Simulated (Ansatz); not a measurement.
# EuMg2Sb2: the cost of one run

Computed with Ansatz 0.2.0, driven from Python. Level of theory: DFT PBEsol, plane waves, PAW.

### Step 1. Starting point

It takes space group P-3m1 (No. 164, trigonal). The conventional cell has a = 4.695 Å, b = 4.695 Å, c = 7.724 Å, α = 90.00°, β = 90.00°, γ = 120.00°. Around Eu (site symmetry -3m) lie 6 Sb at 3.34 Å. Mg (site symmetry 3m) has 4 Sb at 2.86 to 2.92 Å as nearest neighbours. Sb (site symmetry 3m) is surrounded by 4 Mg at 2.86 to 2.92 Å.

The script holds or builds the structure itself.

### Step 2. The code

The input, eumg2sb2.py:

```python
"""Projected density of states of EuMg2Sb2."""

import warnings

import ansatz as az
from ase import Atoms
import matplotlib.pyplot as plt
import numpy as np

K_LENGTH = 28
XC = "PBEsol"
OCCUPATIONS = "fermi_dirac"
SMEARING_WIDTH = 0.1
EXTRA_BANDS = 16

warnings.simplefilter("ignore", az.DeckWarning)

atoms = Atoms(
    ["Eu", "Mg", "Mg", "Sb", "Sb"],
    scaled_positions=[
        (0.0, 0.0, 0.0),
        (1 / 3, 2 / 3, 0.6308),
        (2 / 3, 1 / 3, 0.3692),
        (2 / 3, 1 / 3, 0.7471),
        (1 / 3, 2 / 3, 0.2529),
    ],
    cell=[
        (4.695, 0.0, 0.0),
        (-2.3475, 4.065989, 0.0),
        (0.0, 0.0, 7.724),
    ],
    pbc=True,
)
atoms.set_initial_magnetic_moments([4.9, 0.0, 0.0, 0.0, 0.0])
xtal = az.Crystal.from_ase(atoms)

setup = (
    xtal.calculation()
    .kpoints(length=K_LENGTH)
    .functional(XC)
    .occupations(OCCUPATIONS, width=SMEARING_WIDTH)
    .spin("collinear")
    .scf(extra_bands=EXTRA_BANDS)
    .density_of_states(projected=True, energy_step=0.1)
)
res = setup.run()
data = res.report

dos = res.density_of_states()
energy = np.asarray(dos.energies_ev) - dos.fermi_ev
curves = {}
for site in res.projected_density_of_states().sites:
    for shell in site.shells:
        weight = sum(np.sum(curve.g_bin_mean_per_ev, axis=0) for curve in shell.curves)
        name = f"{site.species} {shell.label}"
        curves[name] = curves.get(name, 0) + weight

window = (energy > -6) & (energy < 4)
fig, ax = plt.subplots(figsize=(5.5, 3.5))
for name, g in curves.items():
    if g[window].max() > 0.05:
        ax.plot(energy[window], g[window], label=name, lw=1)
        print(f"{name:8s} peak {g[window].max():7.3f} states/eV at {energy[window][g[window].argmax()]:6.2f} eV")
ax.set(xlabel="E - E_F (eV)", ylabel="states/eV")
ax.legend(fontsize=7)
fig.tight_layout()
fig.savefig("pdos.png", dpi=100)
```

### Step 3. Launch

On the command line:

```console
> python eumg2sb2.py
```

What time and memory should one allow on 1 thread of Arm Neoverse V2, shared host?

About 33 s, with a peak of 0.71 GiB.
